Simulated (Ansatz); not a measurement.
# AlCo4 (R-3m) in Ansatz: a series of runs, part 2 of 2

Ansatz 0.2.0. Earlier steps stand in the parts before.

## 3. Relaxation of cell and atoms, r2SCAN, collinear spin, ferromagnetic start

File input.yaml:

```yaml
crystal:
  lattice:
    - [1.2893368271, 0.7443989642, 9.9743618604]
    - [-1.2893368271, 0.7443989642, 9.9743618604]
    - [0.0, -1.4887979284, 9.9743618604]
  atoms:
    - { symbol: Co, position: [0.401145, 0.401145, 0.401145], spin: 2.0 }
    - { symbol: Co, position: [0.799679, 0.799679, 0.799679], spin: 2.0 }
    - { symbol: Co, position: [0.200321, 0.200321, 0.200321], spin: 2.0 }
    - { symbol: Co, position: [0.598855, 0.598855, 0.598855], spin: 2.0 }
    - { symbol: Al, position: [0.0, 0.0, 0.0] }
hamiltonian:
  xc: r2scan
  pseudopotentials: { kind: paw }
magnetization:
  spin_polarized: true
kpoints:
  mp_grid: { grid: [12, 12, 12] }
scf:
  occupations: { method: fermi_dirac, width: 0.05 }
output:
  forces: true
  stress: true
  eigenvalues: true
relax:
  f_tol: 0.01
  max_steps: 40
  cell: { stress_tol: 0.05 }
```

Potentials or basis: Ansatz PAW.

Launch:

```sh
ansatz run input.yaml --threads 2 --pin off --max-ram 5632MiB --backend cpu --events-out ev --progress --plain --runs-dir out
```

The log of the run:

```text
Warning: RAYON_NUM_THREADS=2 ignored (pool sized by the plan → 2); use --threads N
basis.fft_grid_basis auto: the FFT boxes are laid along the combinations [[1, 0, -1], [0, 1, -1], [0, 0, 1]] of the cell's own vectors, 2.579, 2.579 and 10.085 Å long. The dense box has 20×20×75 points. Along the cell's own vectors, as sized, it would have 75×75×75, 14.06 times as many. Of the 12 symmetry operations that the crystal satisfies within crystal.symmetry.tolerance (time reversal apart; of a slab, those that keep its plane) the dense box along the cell's own vectors carries 12, and the one as laid loses 8 of those. basis.fft_grid_basis: typed keeps the cell's own vectors: state it where this run's energies or levels are differenced outside the engine with another run's, or held beside a run that keeps those vectors.
Engine: ansatz 0.2.0, x86_64-unknown-linux-gnu
Pseudopotentials: kind: paw
Pseudopotential: Co, paw, valence charge 17, recommended cutoff 500 eV (meta_gga), Co.paw.azcp
Pseudopotential: Al, paw, valence charge 3, recommended cutoff 500 eV (meta_gga), Al.paw.azcp
Functional definition: r2SCAN
[... 156 lines left out ...]
  k-point 188 ↓: bands = ["-80.7901", "-80.7884", "-80.7339", "-80.7080", "-42.7937", "-42.7556", "-42.5992", "-42.5038", "-42.5038", "-42.4999", "-42.4999", "-42.4681", "-42.4661", "-42.4661", "-42.4431", "-42.4431", "4.8354", "6.9901", "9.4114", "9.4827", "12.0991", "13.7772", "15.0523", "15.1605", "15.1605", "15.2454", "15.4379", "15.4379", "15.5016", "15.6592", "15.6592", "15.6737", "15.6737", "17.3703", "17.3703", "17.4400", "17.4400", "17.6052", "17.6052", "17.8063", "17.8063", "20.7391", "27.4514", "28.9389", "32.5656", "32.5656", "35.5217", "35.5217"]
--- Relaxed structure (3 steps of the walk, 3 accepted, 1 SCFs on fresh bases) ---
  F+E_penalty+E_count = -21066.75622360 eV   max|allowed force component| = 6.264e-3 eV/Å   (the final SCF, on the basis selected at the relaxed cell)
  cell:  # Å, volume = 57.2144 Å³
    - [1.2813836642911869, 0.7398072035137072, 10.059030633108733]
    - [-1.2813836642911869, 0.7398072035137072, 10.059030633108733]
    - [-6.566146331658851e-35, -1.4796144070274113, 10.059030633108733]
  atoms:
    - { symbol: Co, position: [0.40124389484557194, 0.40124389484557194, 0.40124389484557194] }
    - { symbol: Co, position: [0.7999542722135015, 0.7999542722135015, 0.7999542722135015] }
    - { symbol: Co, position: [0.20004572778649857, 0.20004572778649857, 0.20004572778649857] }
    - { symbol: Co, position: [0.598756105154428, 0.598756105154428, 0.598756105154428] }
    - { symbol: Al, position: [-7.246593400559356e-22, -7.246593400559313e-22, -7.246593400559816e-22] }
```

Wall time 3.3 min (2 threads of Intel Xeon 6975P-C (Granite Rapids), shared host); peak memory 1.2 GiB.

Results:

```yaml
Free_energy: -21066.7562 eV
Relaxed_volume: 11.44 Å³/atom
Relaxed_cell: a = 10.167 Å, b = 10.167 Å, c = 10.167 Å, α = 14.48°, β = 14.48°, γ = 14.48°
Space_group_after_relaxing_to_0.05_Å: R-3m (No. 166)
Energy_gained_by_relaxing: 1.8 meV/atom
Ionic_steps: 4
Pressure_after_relaxing: 0.0 GPa
Largest_force_after_relaxing: 0.006 eV/Å
Band_gap_on_the_k_mesh: none (metal or under the smearing width)
Net_moment: 6.91 μB per cell
Absolute_moment: 8.01 μB per cell
Site_moments: Co +1.72, +1.99; Al -0.04 μB
```

Forces in eV/Å, atoms in the order of the input:
```
Co   0.000  0.000 -0.005
Co   0.000  0.000  0.006
Co   0.000  0.000 -0.006
Co   0.000  0.000  0.005
Al   0.000  0.000  0.000
```

The path:
```
step  energy change (eV)  largest force (eV/Å)  volume (Å³)
   1              0.0000                0.1317        57.44
   2             -0.0075                0.0719        57.28
   3             -0.0092                0.0063        57.21
   4             -0.0090                0.0063        57.21
```

Final structure:
```cif
data_structure
_symmetry_space_group_name_H-M 'P 1'
_symmetry_Int_Tables_number 1
_cell_length_a 10.1673
_cell_length_b 10.1673
_cell_length_c 10.1673
_cell_angle_alpha 14.481
_cell_angle_beta 14.481
_cell_angle_gamma 14.481
_cell_volume 57.21
loop_
_atom_site_label
_atom_site_type_symbol
_atom_site_fract_x
_atom_site_fract_y
_atom_site_fract_z
_atom_site_occupancy
Co1 Co 0.40124 0.40124 0.40124 1
Co2 Co 0.79995 0.79995 0.79995 1
Co3 Co 0.20005 0.20005 0.20005 1
Co4 Co 0.59876 0.59876 0.59876 1
Al1 Al 0.00000 0.00000 0.00000 1
```

Levels at points of the mesh, in eV from the Fermi level:
Spin up:
| k point | band 36 | band 37 | band 38 | band 39 | band 40 | band 41 | band 42 | band 43 |
| --- | --- | --- | --- | --- | --- | --- | --- | --- |
| (0.00, 0.00, 0.00) | -2.68 | -2.09 | -2.09 | -2.09 | -1.74 | -1.74 | 4.48 | 7.75 |
| (0.00, 0.00, -0.50) | -1.45 | -1.36 | -0.99 | 0.18 | 1.27 | 1.43 | 2.39 | 5.51 |
| (0.00, -0.50, -0.50) | -1.35 | -1.12 | -1.03 | 0.37 | 0.57 | 1.85 | 2.30 | 5.34 |
| (-0.50, -0.50, -0.50) | -2.68 | -2.08 | -2.08 | -1.75 | -1.75 | -1.13 | 3.27 | 10.14 |
Spin down:
| k point | band 29 | band 30 | band 31 | band 32 | band 33 | band 34 | band 35 | band 36 |
| --- | --- | --- | --- | --- | --- | --- | --- | --- |
| (0.00, 0.00, 0.00) | -1.24 | -1.02 | -1.02 | -1.01 | -1.01 | 0.71 | 0.71 | 0.73 |
| (0.00, 0.00, -0.50) | -0.96 | -0.87 | -0.68 | 0.16 | 0.65 | 0.76 | 1.25 | 1.29 |
| (0.00, -0.50, -0.50) | -0.98 | -0.66 | -0.04 | 0.13 | 0.59 | 0.77 | 1.25 | 1.29 |
| (-0.50, -0.50, -0.50) | -1.18 | -1.02 | -1.02 | -1.01 | -1.01 | 0.69 | 0.69 | 0.76 |

Caveat: the magnetic or orbital state may not be the lowest; the plane-wave basis is chosen anew once the cell has moved, so the energies of steps on either side of that aren't comparable; the PAW data sets come from PBE, with cores solved anew for the run's functional, which leaves a small shift of forces and pressure.

## 4. Relaxation of cell and atoms, PBE, collinear spin, ferromagnetic start

Edit input.yaml of step 3 so:

```diff
@@ -12,3 +12,3 @@
 hamiltonian:
-  xc: r2scan
+  xc: pbe
   pseudopotentials: { kind: paw }
```

Launch:

```sh
ansatz run input.yaml --threads 2 --pin off --max-ram 5632MiB --backend cpu --events-out ev --progress --plain --runs-dir out
```

It took 87 s on 2 threads of Intel Xeon 6975P-C (Granite Rapids), shared host; peak memory 1 GiB.

The run converged. Its results:

- Free energy: -21042.2808 eV
- Relaxed volume: 11.51 Å³/atom
- Relaxed cell: a = 10.126 Å, b = 10.126 Å, c = 10.126 Å, α = 14.62°, β = 14.62°, γ = 14.62°
- Space group after relaxing (to 0.05 Å): R-3m (No. 166)
- Energy gained by relaxing: 0.3 meV/atom
- Ionic steps: 4
- Pressure after relaxing: 0.0 GPa
- Largest force after relaxing: 0.004 eV/Å
- Band gap on the k mesh: none (metal or under the smearing width)
- Net moment: 6.03 μB per cell
- Absolute moment: 6.75 μB per cell
- Site moments: Co +1.42, +1.77; Al -0.05 μB

Forces on the atoms (eV/Å):
```
Co   0.000  0.000  0.002
Co   0.000  0.000 -0.004
Co   0.000  0.000  0.004
Co   0.000  0.000 -0.002
Al   0.000  0.000  0.000
```

Step by step:
```csv
step,energy change (eV),largest force (eV/Å),volume (Å³)
1,0.0000,0.0701,57.44
2,-0.0011,0.0386,57.48
3,-0.0015,0.0036,57.55
4,-0.0016,0.0037,57.55
```

Final structure:
```yaml
crystal:
  lattice:
    - [1.28791, 0.74358, 10.01573]
    - [-1.28791, 0.74358, 10.01573]
    - [0.00000, -1.48715, 10.01573]
  atoms:
    - { symbol: Co, position: [0.40144, 0.40144, 0.40144] }
    - { symbol: Co, position: [0.79980, 0.79980, 0.79980] }
    - { symbol: Co, position: [0.20020, 0.20020, 0.20020] }
    - { symbol: Co, position: [0.59856, 0.59856, 0.59856] }
    - { symbol: Al, position: [0.00000, 0.00000, 0.00000] }
```

Levels at points of the mesh, in eV from the Fermi level:
Spin up:
| k point | band 37 | band 38 | band 39 | band 40 | band 41 | band 42 |
| --- | --- | --- | --- | --- | --- | --- |
| (0.00, 0.00, 0.00) | -1.47 | -1.21 | -1.21 | -0.88 | -0.88 | 4.73 |
| (0.00, 0.00, -0.50) | -0.63 | -0.40 | 0.68 | 1.70 | 1.76 | 2.68 |
| (0.00, -0.50, -0.50) | -0.47 | -0.35 | 0.76 | 0.96 | 2.20 | 2.60 |
| (-0.50, -0.50, -0.50) | -1.20 | -1.20 | -0.88 | -0.88 | -0.65 | 3.62 |
Spin down:
```
              k point  band 30  band 31  band 32  band 33  band 34  band 35
   (0.00, 0.00, 0.00)    -0.94    -0.93    -0.93    -0.81     0.09     0.09
  (0.00, 0.00, -0.50)    -0.57    -0.51     0.17     0.67     0.88     0.93
 (0.00, -0.50, -0.50)    -0.70     0.14     0.36     0.82     0.90     0.92
(-0.50, -0.50, -0.50)    -0.94    -0.93    -0.93    -0.55     0.08     0.08
```

Caveat: the plane-wave basis is chosen anew once the cell has moved, so the energies of steps on either side of that aren't comparable.

## 5. Summary

| level | cutoff (eV) | gap on the mesh (eV) | pressure (GPa) | moment (μB) | relaxed volume (Å³/atom) |
| --- | --- | --- | --- | --- | --- |
| LDA | 420 | none | 0.0 | 4.56 | 10.51 |
| r2SCAN | 500 | none | 0.0 | 6.91 | 11.44 |
| PBE | 420 | none | 0.0 | 6.03 | 11.51 |

Alike in all rows: task relaxation of cell and atoms; potentials or basis Ansatz PAW; spin collinear, ferromagnetic start; cell relaxed; k mesh 12 × 12 × 12; smearing fermi-dirac 0.05 eV.

Caveats: the plane-wave basis is chosen anew once the cell has moved, so the energies of steps on either side of that aren't comparable; the PAW data sets come from PBE, with cores solved anew for the run's functional, which leaves a small shift of forces and pressure (some runs); the magnetic or orbital state may not be the lowest (some runs).

Absolute energies hang on the potentials; compare differences alone.
